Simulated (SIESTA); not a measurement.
# Ba2Tl5V3O12 (R-3m) in SIESTA: runs at scaled volumes

Single points of Ba2Tl5V3O12 at other volumes, in PBE.

Program: SIESTA 5.4.2. These are calculated values, not measurements. Logs are shortened: lines on timing, memory, paths and dates and some standing lists are left out, and cuts for length are marked.

### Step 1. The structure

The structure is trigonal, space group R-3m (No. 166). The conventional cell has a = 8.474 Å, b = 8.474 Å, c = 18.385 Å, α = 90.00°, β = 90.00°, γ = 120.00°. Ba (site symmetry -3m) has 12 O at 3.23 Å as nearest neighbours. Around Ba (site symmetry -3m) lie 12 O at 3.22 Å. V (site symmetry 2/m) has 4 O at 1.82 Å as nearest neighbours. Around Tl (site symmetry 2/m) lie 4 O at 2.36 Å. Tl (site symmetry 3m) has 3 V at 2.80 Å and 6 O at 2.84 Å and 3 Tl at 2.98 Å as nearest neighbours. Around O (site symmetry 1) lie 1 V at 1.82 Å.

The cell was built by a generator and needn't be a form met in nature.

### Step 2. Single point, PBE, collinear spin, ferromagnetic start, 16.28 Å³/atom

The input, Ba2Tl5V3O12.fdf:

```
SystemName                      Ba2Tl5V3O12
SystemLabel                     Ba2Tl5V3O12
NumberOfSpecies                 4
NumberOfAtoms                   22
%block ChemicalSpeciesLabel
  1  56 Ba
  2  23 V
  3  81 Tl
  4   8 O
%endblock ChemicalSpeciesLabel

LatticeConstant                 1.0 Ang
%block LatticeVectors
     4.1504867509     2.3962831309     6.0032955087
    -4.1504867509     2.3962831309     6.0032955087
     0.0000000000    -4.7925662617     6.0032955087
%endblock LatticeVectors
AtomicCoordinatesFormat         Fractional
%block AtomicCoordinatesAndAtomicSpecies
     0.5000000000     0.5000000000     0.5000000000  1  Ba
     0.0000000000     0.0000000000     0.0000000000  1  Ba
     0.5000000000     0.5000000000     0.0000000000  2  V
     0.0000000000     0.5000000000     0.5000000000  2  V
     0.5000000000     0.0000000000     0.5000000000  2  V
     0.0000000000     0.0000000000     0.5000000000  3  Tl
     0.5000000000     0.0000000000     0.0000000000  3  Tl
     0.0000000000     0.5000000000     0.0000000000  3  Tl
     0.7404500000     0.7404500000     0.7404500000  3  Tl
     0.2595500000     0.2595500000     0.2595500000  3  Tl
     0.7165200000     0.0808900000     0.4124200000  4  O
     0.4124200000     0.7165200000     0.0808900000  4  O
     0.0808900000     0.4124200000     0.7165200000  4  O
     0.5875700000     0.9191100000     0.2834800000  4  O
     0.9191100000     0.2834800000     0.5875700000  4  O
     0.2834800000     0.5875700000     0.9191100000  4  O
     0.2834800000     0.9191100000     0.5875700000  4  O
     0.5875700000     0.2834800000     0.9191100000  4  O
     0.9191100000     0.5875700000     0.2834800000  4  O
     0.4124200000     0.0808900000     0.7165200000  4  O
     0.0808900000     0.7165200000     0.4124200000  4  O
     0.7165200000     0.4124200000     0.0808900000  4  O
%endblock AtomicCoordinatesAndAtomicSpecies

%block kgrid.MonkhorstPack
    4   0   0  0.0
    0   4   0  0.0
    0   0   4  0.0
%endblock kgrid.MonkhorstPack
XC.Functional                   GGA
XC.Authors                      PBE
PAO.BasisSize                   DZP
PAO.EnergyShift                 0.003 Ry
Mesh.Cutoff                     800 Ry
Spin                            polarized
%block DM.InitSpin
    1   0.000
    2   0.000
    3   2.000
    4   2.000
    5   2.000
    6   0.000
    7   0.000
    8   0.000
    9   0.000
   10   0.000
   11   0.000
   12   0.000
   13   0.000
   14   0.000
   15   0.000
   16   0.000
   17   0.000
   18   0.000
   19   0.000
   20   0.000
   21   0.000
   22   0.000
%endblock DM.InitSpin
OccupationFunction              FD
ElectronicTemperature           0.05 eV
MaxSCFIterations                200
SCF.MustConverge                false
SCF.Mixer.Method                Pulay
SCF.Mixer.Weight                0.1
SCF.Mixer.History               10
SCF.DM.Tolerance                5.0e-05
SCF.H.Tolerance                 1.0e-03 eV
WriteForces                     true
Charge.Mulliken                 end
%block PAO.Basis
  Ba 5
  n=5 0 2
    4.395 0.000
  n=6 0 2
    9.500 0.000
  n=5 1 2
    5.243 0.000
  n=6 1 1
    9.500
  n=5 2 1
    7.000
  V 5
  n=3 0 2
    2.991 0.000
  n=4 0 2
    8.463 0.000
  n=3 1 2
    3.380 0.000
  n=4 1 1
    8.463
  n=3 2 2
    5.772 0.000
  Tl 4
  n=6 0 2
    6.628 0.000
  n=6 1 2
    9.500 0.000
  n=5 2 2
    4.502 0.000
  n=6 2 1
    9.500
%endblock PAO.Basis
Diag.ParallelOverK              true
```

Potentials or basis: PseudoDojo 0.4 standard (PBE files), DZP (energy shift 0.003 Ry; two zetas on semicore shells; d shell added on Ba).

Started as:

```console
$ mpirun -n 4 siesta Ba2Tl5V3O12.fdf > Ba2Tl5V3O12.out 2>&1
```

Ba2Tl5V3O12.out:

```text
Version         : 5.4.2

[... 6 lines left out ...]
 NOTE: Please see the manual for full details and compatibility measures.

reinit: Reading from file Ba2Tl5V3O12.fdf

reinit: -----------------------------------------------------------------------
reinit: System Name: Ba2Tl5V3O12
reinit: -----------------------------------------------------------------------
reinit: System Label: Ba2Tl5V3O12
reinit: -----------------------------------------------------------------------

NOTE on units for spin output:
{S} is the spin magnetic moment, in units of the Bohr magneton,
assuming a g-factor for the electron spin of exactly 2.
The spin magnetic moment is then numerically equal to the charge inbalance,
in units of electrons, between the spin-up and -down channels.

initatom: Reading input for the pseudopotentials and atomic orbitals ----------
Species number:   1 Atomic number:   56 Label: Ba
Species number:   2 Atomic number:   23 Label: V
Species number:   3 Atomic number:   81 Label: Tl
Species number:   4 Atomic number:    8 Label: O

Ground state valence configuration (from tables):   6s02  6p00  5d00  4f00
Ground state valence configuration (from tables):   4s02  4p00  3d03  4f00
Ground state valence configuration (from tables):   6s02  6p01  6d00  5f00
Ground state valence configuration (from tables):   2s02  2p04  3d00  4f00

---- Processing specs for species: Ba
Reading pseudopotential information in PSML from:
  Ba.psml
PSML file version: 1.1
Using libxc ids:  101 130
GGA--PBE XC_GGA_X_PBE--XC_GGA_C_PBE pb
Semicore shell(s) with  8 electrons included in the valence for Ba

---- Processing specs for species: V
Reading pseudopotential information in PSML from:
  V.psml
PSML file version: 1.1
Using libxc ids:  101 130
GGA--PBE XC_GGA_X_PBE--XC_GGA_C_PBE pb
Semicore shell(s) with  8 electrons included in the valence for V

---- Processing specs for species: Tl
Reading pseudopotential information in PSML from:
  Tl.psml
PSML file version: 1.1
Using libxc ids:  101 130
GGA--PBE XC_GGA_X_PBE--XC_GGA_C_PBE pb
Semicore shell(s) with 10 electrons included in the valence for Tl

---- Processing specs for species: O
Reading pseudopotential information in PSML from:
  O.psml
PSML file version: 1.1
Using libxc ids:  101 130
GGA--PBE XC_GGA_X_PBE--XC_GGA_C_PBE pb

---- Pseudopotential check for Ba

Pseudized shells:
5s( 2.00) rc: 2.15
5p( 6.00) rc: 1.90
5d( 0.00) rc: 2.15
Valence configuration for ps generation: 5s:5p:6s: Total charge:  10.000000
Semicore shell(s): 5s 5p

---- Pseudopotential check for V

Pseudized shells:
3s( 2.00) rc: 1.30
3p( 6.00) rc: 1.30
3d( 3.00) rc: 1.65
Valence configuration for ps generation: 3s:3p:3d:4s: Total charge:  13.000000
Semicore shell(s): 3s 3p

---- Pseudopotential check for Tl

Pseudized shells:
6s( 2.00) rc: 2.10
6p( 1.00) rc: 2.60
5d(10.00) rc: 2.00
Valence configuration for ps generation: 5d:6s:6p: Total charge:  13.000000
Semicore shell(s): 5d

---- Pseudopotential check for O

Pseudized shells:
2s( 2.00) rc: 1.35
2p( 4.00) rc: 1.45
3d( 0.00) rc: 1.25
Valence configuration for ps generation: 2s:2p: Total charge:   6.000000
For Ba, standard SIESTA heuristics set lmxkb to 3
 (one more than the basis l, including polarization orbitals).
Use PS.lmax or PS.KBprojectors blocks to override.
For V, standard SIESTA heuristics set lmxkb to 3
 (one more than the basis l, including polarization orbitals).
Use PS.lmax or PS.KBprojectors blocks to override.
For Tl, standard SIESTA heuristics set lmxkb to 3
 (one more than the basis l, including polarization orbitals).
Use PS.lmax or PS.KBprojectors blocks to override.
For O, standard SIESTA heuristics set lmxkb to 3
 (one more than the basis l, including polarization orbitals).
Use PS.lmax or PS.KBprojectors blocks to override.
Ba pseudopotential only contains V_ls up to l=2 -- lmxkb reset.
V pseudopotential only contains V_ls up to l=2 -- lmxkb reset.
Tl pseudopotential only contains V_ls up to l=2 -- lmxkb reset.
O pseudopotential only contains V_ls up to l=2 -- lmxkb reset.

<basis_specs>
===============================================================================
[... 1141 lines left out ...]
   3  6.285   0.945   0.026   0.116   0.069   0.976   0.968   0.965   0.031
              0.038   0.039   0.152   0.077   0.088   0.300   0.339   0.353
[... 5 lines left out ...]
              0.311   0.349  -0.006   0.083  -0.001   0.012  -0.005
   5  6.285   0.945   0.026   0.116   0.069   0.968   0.968   0.973   0.037
              0.038   0.033   0.104   0.077   0.136   0.445   0.254   0.353

              0.311   0.349  -0.006   0.083  -0.001   0.012  -0.005

Species: Tl
Atom  Qatom  Qorb
               6s      6s      6py     6pz     6px     6py     6pz     6px
               5dxy    5dyz    5dz2    5dxz    5dx2-y2 5dxy    5dyz    5dz2
               5dxz    5dx2-y2 6dxy    6dyz    6dz2    6dxz    6dx2-y2
   6  6.281   0.583   0.074   0.077   0.068   0.104   0.122   0.112   0.079
              0.968   0.975   0.966   0.962   0.965   0.032   0.020   0.031

              0.042   0.031   0.016   0.012   0.014   0.009   0.019
   7  6.281   0.583   0.074   0.097   0.068   0.084   0.090   0.112   0.111
              0.966   0.965   0.966   0.972   0.967   0.031   0.036   0.031
[... 9 lines left out ...]
              0.019   0.022  -0.000   0.015   0.018   0.015  -0.000
  10  6.430   0.621   0.109   0.054   0.097   0.054   0.142   0.195   0.142
              0.973   0.970   0.973   0.970   0.973   0.022   0.019   0.028

              0.019   0.022  -0.000   0.015   0.018   0.015  -0.000

Species: O
Atom  Qatom  Qorb
               2s      2s      2py     2pz     2px     2py     2pz     2px
               3Pdxy   3Pdyz   3Pdz2   3Pdxz   3Pdx2-y2
  11  3.306   0.976  -0.040   0.905   0.863   0.856  -0.102  -0.073  -0.091
              0.003   0.002   0.002   0.003   0.002
  12  3.306   0.976  -0.040   0.834   0.863   0.926  -0.090  -0.073  -0.104
              0.003   0.002   0.002   0.002   0.002
  13  3.306   0.976  -0.040   0.902   0.863   0.859  -0.098  -0.073  -0.095
              0.002   0.002   0.002   0.002   0.004
  14  3.306   0.976  -0.040   0.902   0.863   0.859  -0.098  -0.073  -0.095
              0.002   0.002   0.002   0.002   0.004
  15  3.306   0.976  -0.040   0.905   0.863   0.856  -0.102  -0.073  -0.092
              0.003   0.002   0.002   0.003   0.002
  16  3.306   0.976  -0.040   0.834   0.863   0.926  -0.090  -0.073  -0.104
              0.003   0.002   0.002   0.002   0.002
  17  3.306   0.976  -0.040   0.905   0.863   0.856  -0.102  -0.073  -0.092
              0.003   0.002   0.002   0.003   0.002
  18  3.306   0.976  -0.040   0.834   0.863   0.926  -0.090  -0.073  -0.104
              0.003   0.002   0.002   0.002   0.002
  19  3.306   0.976  -0.040   0.902   0.863   0.859  -0.098  -0.073  -0.095
              0.002   0.002   0.002   0.002   0.004
  20  3.306   0.976  -0.040   0.902   0.863   0.859  -0.098  -0.073  -0.095
              0.002   0.002   0.002   0.002   0.004
  21  3.306   0.976  -0.040   0.905   0.863   0.856  -0.102  -0.073  -0.091
              0.003   0.002   0.002   0.003   0.002
  22  3.306   0.976  -0.040   0.834   0.863   0.926  -0.090  -0.073  -0.104
              0.003   0.002   0.002   0.002   0.002

mulliken: Qtot =       98.544

mulliken: Spin DOWN

Species: Ba
Atom  Qatom  Qorb
               5s      5s      6s      6s      5py     5pz     5px     5py
               5pz     5px     6py     6pz     6px     5dxy    5dyz    5dz2
               5dxz    5dx2-y2
   1  4.147   0.927   0.022  -0.031   0.063   0.913   0.936   0.913   0.048
              0.041   0.048   0.011   0.011   0.011   0.045   0.055   0.034

              0.055   0.045
   2  4.184   0.916   0.025  -0.041   0.065   0.952   0.915   0.952   0.046
              0.048   0.046   0.014  -0.005   0.014   0.048   0.053   0.033

              0.053   0.048

Species: V
Atom  Qatom  Qorb
               3s      3s      4s      4s      3py     3pz     3px     3py
               3pz     3px     4py     4pz     4px     3dxy    3dyz    3dz2
               3dxz    3dx2-y2 3dxy    3dyz    3dz2    3dxz    3dx2-y2
   3  5.877   0.943   0.025   0.111   0.042   0.972   0.969   0.966   0.034
              0.036   0.038   0.132   0.073   0.084   0.268   0.310   0.262
[... 5 lines left out ...]
              0.286   0.273   0.008   0.083   0.000   0.015   0.002
   5  5.877   0.943   0.025   0.111   0.042   0.967   0.969   0.970   0.037
              0.036   0.035   0.096   0.073   0.120   0.283   0.239   0.262

              0.286   0.273   0.008   0.083   0.000   0.015   0.002

Species: Tl
Atom  Qatom  Qorb
               6s      6s      6py     6pz     6px     6py     6pz     6px
               5dxy    5dyz    5dz2    5dxz    5dx2-y2 5dxy    5dyz    5dz2
               5dxz    5dx2-y2 6dxy    6dyz    6dz2    6dxz    6dx2-y2
   6  6.303   0.584   0.074   0.079   0.071   0.106   0.121   0.111   0.079
              0.968   0.975   0.966   0.962   0.965   0.031   0.020   0.031

              0.042   0.031   0.018   0.016   0.018   0.015   0.020
   7  6.303   0.584   0.074   0.099   0.071   0.086   0.090   0.111   0.110
              0.966   0.965   0.966   0.972   0.967   0.031   0.036   0.031
[... 9 lines left out ...]
              0.018   0.024  -0.003   0.008   0.019   0.008  -0.003
  10  6.345   0.639   0.107   0.010   0.108   0.010   0.138   0.200   0.138
              0.972   0.970   0.973   0.970   0.972   0.024   0.018   0.028

              0.018   0.024  -0.003   0.008   0.019   0.008  -0.003

Species: O
Atom  Qatom  Qorb
               2s      2s      2py     2pz     2px     2py     2pz     2px
               3Pdxy   3Pdyz   3Pdz2   3Pdxz   3Pdx2-y2
  11  3.325   0.976  -0.040   0.914   0.866   0.866  -0.103  -0.073  -0.094
              0.003   0.002   0.002   0.003   0.002
  12  3.325   0.976  -0.040   0.848   0.866   0.932  -0.093  -0.073  -0.105
              0.003   0.002   0.002   0.002   0.002
  13  3.325   0.976  -0.040   0.908   0.866   0.872  -0.100  -0.073  -0.098
              0.002   0.002   0.002   0.002   0.004
  14  3.325   0.976  -0.040   0.908   0.866   0.872  -0.100  -0.073  -0.098
              0.002   0.002   0.002   0.002   0.004
  15  3.325   0.976  -0.040   0.914   0.866   0.866  -0.103  -0.073  -0.094
              0.003   0.002   0.002   0.003   0.002
  16  3.325   0.976  -0.040   0.848   0.866   0.932  -0.093  -0.073  -0.105
              0.003   0.002   0.002   0.002   0.002
  17  3.325   0.976  -0.040   0.914   0.866   0.866  -0.103  -0.073  -0.094
              0.003   0.002   0.002   0.003   0.002
  18  3.325   0.976  -0.040   0.848   0.866   0.932  -0.093  -0.073  -0.105
              0.003   0.002   0.002   0.002   0.002
  19  3.325   0.976  -0.040   0.908   0.866   0.872  -0.100  -0.073  -0.098
              0.002   0.002   0.002   0.002   0.004
  20  3.325   0.976  -0.040   0.908   0.866   0.872  -0.100  -0.073  -0.098
              0.002   0.002   0.002   0.002   0.004
  21  3.325   0.976  -0.040   0.914   0.866   0.866  -0.103  -0.073  -0.094
              0.003   0.002   0.002   0.003   0.002
  22  3.325   0.976  -0.040   0.848   0.866   0.932  -0.093  -0.073  -0.105
              0.003   0.002   0.002   0.002   0.002

mulliken: Qtot =       97.456

Mulliken Atomic Populations:
Atom #   charge [q] valence [e]      Sz [e]  Species
     1     1.711002    8.288998   -0.004419  Ba
     2     1.638262    8.361738   -0.006775  Ba
     3     0.837498   12.162502    0.408301  V
     4     0.837499   12.162501    0.408302  V
     5     0.837499   12.162501    0.408302  V
     6     0.416305   12.583695   -0.022669  Tl
     7     0.416305   12.583695   -0.022669  Tl
     8     0.416305   12.583695   -0.022669  Tl
     9     0.225677   12.774323    0.084957  Tl
    10     0.225712   12.774288    0.084941  Tl
    11    -0.630165    6.630165   -0.018987  O
    12    -0.630165    6.630165   -0.018987  O
    13    -0.630166    6.630166   -0.018987  O
    14    -0.630178    6.630178   -0.018987  O
    15    -0.630178    6.630178   -0.018988  O
    16    -0.630178    6.630178   -0.018987  O
    17    -0.630178    6.630178   -0.018988  O
    18    -0.630178    6.630178   -0.018987  O
    19    -0.630178    6.630178   -0.018987  O
    20    -0.630166    6.630166   -0.018987  O
    21    -0.630165    6.630165   -0.018987  O
    22    -0.630165    6.630165   -0.018987  O
 Total    -0.000000                1.087756

Job completed
```

Run time: 4 min. Hardware: 4 MPI ranks of Intel Xeon 6975P-C (Granite Rapids), shared host; peak memory 0.75 GiB.

What came out:

```yaml
Free_energy: -21223.3012 eV
Pressure: 8.4 GPa
Largest_force: 1.130 eV/Å
Band_gap_on_the_k_mesh: none (metal or under the smearing width)
Net_moment: 1.09 μB per cell
Site_moments: Ba -0.00, -0.01; V +0.41; Tl -0.02, +0.08; O -0.02 μB
```

Caveat: this set's barium file shifts pressures by up to 1 GPa against other sets; the basis of atomic orbitals isn't converged, which shifts pressures, moduli and gaps; semilocal functionals often make such compounds metallic where correlation or magnetic order opens a gap, which also shifts bond lengths; forces of over 1 eV/Å show positions far from the minimum, so gaps and moduli don't describe the material at rest.

### Step 3. Single point, PBE, collinear spin, ferromagnetic start, 16.63 Å³/atom

Changes to Ba2Tl5V3O12.fdf since step 2:

```diff
@@ -13,5 +13,5 @@
 %block LatticeVectors
-     4.1504867509     2.3962831309     6.0032955087
-    -4.1504867509     2.3962831309     6.0032955087
-     0.0000000000    -4.7925662617     6.0032955087
+     4.1797164939     2.4131589202     6.0455736305
+    -4.1797164939     2.4131589202     6.0455736305
+     0.0000000000    -4.8263178404     6.0455736305
 %endblock LatticeVectors
```

Potentials or basis: PseudoDojo 0.4 standard (PBE files), DZP (energy shift 0.003 Ry; two zetas on semicore shells; d shell added on Ba).

Started as:

```console
$ mpirun -n 4 siesta Ba2Tl5V3O12.fdf > Ba2Tl5V3O12.out 2>&1
```

Wall time 4.1 min (4 MPI ranks of Intel Xeon 6975P-C (Granite Rapids), shared host); peak memory 0.73 GiB.

The run converged. Its results:

```yaml
Free_energy: -21223.6388 eV
Pressure: 5.8 GPa
Largest_force: 0.804 eV/Å
Band_gap_on_the_k_mesh: none (metal or under the smearing width)
Net_moment: 1.09 μB per cell
Site_moments: Ba -0.00, -0.01; V +0.42; Tl -0.02, +0.08; O -0.02 μB
```

Caveat: this set's barium file shifts pressures by up to 1 GPa against other sets; the basis of atomic orbitals isn't converged, which shifts pressures, moduli and gaps; semilocal functionals often make such compounds metallic where correlation or magnetic order opens a gap, which also shifts bond lengths.

### Step 4. Single point, PBE, collinear spin, ferromagnetic start, 16.98 Å³/atom

Changes to Ba2Tl5V3O12.fdf since step 3:

```diff
@@ -13,5 +13,5 @@
 %block LatticeVectors
-     4.1797164939     2.4131589202     6.0455736305
-    -4.1797164939     2.4131589202     6.0455736305
-     0.0000000000    -4.8263178404     6.0455736305
+     4.2085430358     2.4298019214     6.0872685593
+    -4.2085430358     2.4298019214     6.0872685593
+     0.0000000000    -4.8596038428     6.0872685593
 %endblock LatticeVectors
```

Started as:

```console
$ mpirun -n 4 siesta Ba2Tl5V3O12.fdf > Ba2Tl5V3O12.out 2>&1
```

Run time: 4 min. Hardware: 4 MPI ranks of Intel Xeon 6975P-C (Granite Rapids), shared host; peak memory 0.73 GiB.

The run converged. Its results:

```yaml
Free_energy: -21223.8590 eV
Pressure: 3.5 GPa
Largest_force: 0.502 eV/Å
Band_gap_on_the_k_mesh: none (metal or under the smearing width)
Net_moment: 1.09 μB per cell
Site_moments: Ba -0.00, -0.01; V +0.43; Tl -0.02, +0.08; O -0.02 μB
```

Caveat: this set's barium file shifts pressures by up to 1 GPa against other sets; the basis of atomic orbitals isn't converged, which shifts pressures, moduli and gaps; semilocal functionals often make such compounds metallic where correlation or magnetic order opens a gap, which also shifts bond lengths.

### Step 5. Single point, PBE, collinear spin, ferromagnetic start, 17.67 Å³/atom

Changes to Ba2Tl5V3O12.fdf since step 4:

```diff
@@ -13,5 +13,5 @@
 %block LatticeVectors
-     4.2085430358     2.4298019214     6.0872685593
-    -4.2085430358     2.4298019214     6.0872685593
-     0.0000000000    -4.8596038428     6.0872685593
+     4.2650402880     2.4624206046     6.1689866133
+    -4.2650402880     2.4624206046     6.1689866133
+     0.0000000000    -4.9248412092     6.1689866133
 %endblock LatticeVectors
```

Started as:

```console
$ mpirun -n 4 siesta Ba2Tl5V3O12.fdf > Ba2Tl5V3O12.out 2>&1
```

Run time: 3.5 min. Hardware: 4 MPI ranks of Intel Xeon 6975P-C (Granite Rapids), shared host; peak memory 0.71 GiB.

The run converged. Its results:

| Item | Value |
| --- | --- |
| Free energy | -21223.9985 eV |
| Pressure | -0.4 GPa |
| Largest force | 0.134 eV/Å |
| Band gap on the k mesh | none (metal or under the smearing width) |
| Net moment | 1.09 μB per cell |
| Site moments | Ba -0.00, -0.01; V +0.45; Tl -0.03, +0.08; O -0.03 μB |

Caveat: this set's barium file shifts pressures by up to 1 GPa against other sets; the basis of atomic orbitals isn't converged, which shifts pressures, moduli and gaps; semilocal functionals often make such compounds metallic where correlation or magnetic order opens a gap, which also shifts bond lengths.
